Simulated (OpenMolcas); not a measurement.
# Tm³⁺ among point charges: CASSCF levels and susceptibility

Aim: the splitting of the states of Tm³⁺ in the field of 7 point charges, its lowest levels with spin-orbit coupling and its magnetic susceptibility.

The numbers are computed with OpenMolcas 26.06 (state-averaged CASSCF, spin-orbit coupling by RASSI with atomic mean-field integrals), except any that are marked as measured or tabulated.

## (1) Starting point

- Species: Tm³⁺ (thulium, Z = 69, 66 electrons)
- Basis: ANO-RCC-VTZP [8s7p5d3f2g1h], 104 functions
- Scalar Hamiltonian: DKH2, point nucleus
- Inactive shells: 1s 2s 2p 3s 3p 3d 4s 4p 4d 5s 5p
- Active space: 12 electrons in 7 orbitals (4f)
- Some configurations of this space: 4f¹²
- Orbitals: optimised for the highest spin of each parity, averaged over all roots

Outer shells as boxes (Hund's rule):

4f12
```
4f [↑↓][↑↓][↑↓][↑↓][↑↓][↑ ][↑ ]
```

The ion sits among 7 point charges of -0.25 e arranged as a pentagonal bipyramid (D5h), 2.71 Å from the ion, with the axial distance 2.602 Å.

The work runs as a chain of OpenMolcas steps in one folder; each step below is one input file. Labels, J, g values, rates, χT and fits are worked out afterwards by a script from the matrices that RASSI stores.

## (2) One- and two-electron integrals

a.inp

```
&GATEWAY
Coord
1

Tm 0.0 0.0 0.0
Basis=ANO-RCC-VTZP
Group=NoSym
NoMove
AngMom=0.0 0.0 0.0
AMFI
XField
7 Angstrom 0
2.710000 0.000000 0.000000 -0.250000
0.837436 2.577363 0.000000 -0.250000
-2.192436 1.592898 0.000000 -0.250000
-2.192436 -1.592898 0.000000 -0.250000
0.837436 -2.577363 0.000000 -0.250000
0.000000 0.000000 2.601600 -0.250000
0.000000 0.000000 -2.601600 -0.250000
&SEWARD
```

Launch:

```bash
$ OMP_NUM_THREADS=1 MOLCAS_MEM=2252 MOLCAS_PROJECT=a pymolcas a.inp > a.log
```

## (3) Reference wave functions, triplets, 21 roots

a.inp

```
&RASSCF
FileOrb=start.orb
Symmetry=1
Spin=3
nActEl=12 0 0
Inactive=27
Ras2=7
CIRoot=21 21 1
SDav=21
CIMx=300
Iter=120 100
PrWF=0.3
OrbListing=Nothing
MaxOrb=0
>>> COPY $Project.JobIph JOB001
```

start.orb holds the contracted functions of the basis, ordered by shell, or the orbitals of the step before.

## (4) CASSCF: singlets, 28 roots

a.inp

```
&RASSCF
FileOrb=start.orb
Symmetry=1
Spin=1
nActEl=12 0 0
Inactive=27
Ras2=7
CIRoot=28 28 1
SDav=28
CIMx=300
Iter=120 100
PrWF=0.3
OrbListing=Nothing
MaxOrb=0
CIOnly
>>> COPY $Project.JobIph JOB002
```

## (5) State interaction with spin-orbit coupling

a.inp

```
&RASSI
NrOfJobIphs=2 21 27
1 2 3 4 5 6 7 8 9 10 11 12 13 14 15 16 17 18 19 20 21
1 2 3 4 5 6 7 8 9 10 11 12 13 14 15 16 17 18 19 20 21 22 23 24 25 26 27
IphNames
JOB001
JOB002
EJob
SpinOrbit
DIPRint=1.0
SOCoupling=1000.0
Subsets=2
Property=9
'ANGMOM' 1 'ANGMOM' 2 'ANGMOM' 3 'MLTPL  1' 1 'MLTPL  1' 2 'MLTPL  1' 3
'AMFI' 1 'AMFI' 2 'AMFI' 3
SOProperty=3
'ANGMOM' 1 'ANGMOM' 2 'ANGMOM' 3
```

What does the calculation give? Wanted: spin-free ground state; first state of the same spin within the active space; lowest level; next level.

The runs gave:

| quantity | value |
| --- | --- |
| method | CASSCF |
| spin-free ground state | triplet, 2-fold in its orbital part |
| first state of the same spin within the active space | triplet at 7.9 cm⁻¹ |
| lowest level | 2-fold, g = 0.00, 0.00, 11.66 |
| next level | 4.0 cm⁻¹ |
| χT at 300 K | 7.15 cm³ K/mol |
| effective moment at 300 K | 7.56 μB |

**Reading.** The spin-free ground state (triplet) comes to 100 % from free-ion H terms and keeps the highest spin of the shell. The singlets rest on orbitals optimised for another spin in at least one step, which raises them against the optimised states. Not all states of the active space went into the spin-orbit step. This is an electrostatic model: the charges have no orbitals.
